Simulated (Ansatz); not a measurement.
Si, space group I4/mmm, a relaxation driven by ASE

Program: Ansatz 0.2.0, Python API.

`si_ase_relax.py`
```python
# -*- coding: utf-8 -*-
"""ASE drives the relaxation of Si."""

import warnings

import ansatz as az
from ase import Atoms
from ase.calculators.calculator import Calculator, all_changes
from ase.filters import FrechetCellFilter
from ase.optimize import FIRE
from ase.units import GPa
import numpy as np


class AnsatzEngine(Calculator):
    implemented_properties = ["energy", "free_energy", "forces", "stress"]

    def calculate(self, atoms=None, properties=("energy",), system_changes=all_changes):
        super().calculate(atoms, properties, system_changes)
        bare = self.atoms.copy()
        bare.set_constraint()
        bare.set_momenta(None)
        job = (
            az.Crystal.from_ase(bare).calculation()
            .functional(az.Functional.LDA)
            .basis(530)
            .kpoints(7, 7, 7)
            .occupations("fermi_dirac", width=0.2)
            .scf(extra_bands=2)
            .forces()
            .stress()
        )
        report = job.run().report
        self.results["free_energy"] = report["lagrangian_ev"]
        self.results["energy"] = report.get("lagrangian_sigma0_ev", report["lagrangian_ev"])
        self.results["forces"] = np.array(report["forces_ev_ang"])
        s = -np.array(report["stress_gpa"]) * GPa  # ASE counts tension as positive
        self.results["stress"] = s[[0, 1, 2, 1, 0, 0], [0, 1, 2, 2, 2, 1]]

warnings.simplefilter("ignore")
atoms = Atoms(
    ["Si"],
    cell=[[-1.62691493, 1.62691493, 1.32032985], [1.62691493, -1.62691493, 1.32032985], [1.62691493, 1.62691493, -1.32032985]],
    scaled_positions=[
        [0.0, 0.0, 0.0],
    ],
    pbc=True,
)
atoms.rattle(0.1, seed=92)
atoms.calc = AnsatzEngine()
before = atoms.get_potential_energy(), atoms.get_volume()
target = FrechetCellFilter(atoms)
optimiser = FIRE(target, logfile=None)


def tell():
    fmax = np.linalg.norm(target.get_forces(), axis=1).max()
    print(f"step {optimiser.nsteps:2d}  E = {atoms.get_potential_energy():.5f} eV  fmax = {fmax:.4f}  V = {atoms.get_volume():.3f} A^3")


optimiser.attach(tell)
met = optimiser.run(fmax=0.03, steps=15)
print("threshold met:", bool(met), " energy gained:", round(before[0] - atoms.get_potential_energy(), 5), "eV")
print("cell lengths and angles:", np.round(atoms.cell.cellpar(), 3))
print(np.round(atoms.get_scaled_positions(), 4))
```

`python si_ase_relax.py` gives:
```text
step  0  E = -608.24635 eV  fmax = 0.2300  V = 13.979 A^3
step  1  E = -608.24751 eV  fmax = 0.2267  V = 13.983 A^3
step  2  E = -608.24962 eV  fmax = 0.1985  V = 13.990 A^3
step  3  E = -608.25186 eV  fmax = 0.1123  V = 13.996 A^3
step  4  E = -608.25276 eV  fmax = 0.0442  V = 13.997 A^3
step  5  E = -608.25276 eV  fmax = 0.0417  V = 13.997 A^3
step  6  E = -608.25277 eV  fmax = 0.0367  V = 13.997 A^3
step  7  E = -608.25277 eV  fmax = 0.0297  V = 13.997 A^3
threshold met: True  energy gained: 0.00643 eV
cell lengths and angles: [  2.662   2.662   2.662 103.661 103.661 121.847]
[[0.9816 0.9792 0.0165]]
```

Reading the output:
- These settings explore the input space; cutoff and mesh may be short of convergence.
- The mesh is modest for a metal, so energies can be off by several to tens of meV an atom and pressures by half a GPa or more; differences at equal mesh fare better.
- This isn't the structure that Si takes at ambient conditions.
- Timing: 5.7 s on 1 thread of Arm Neoverse V1, with other jobs on the host, peak memory 0.37 GiB.
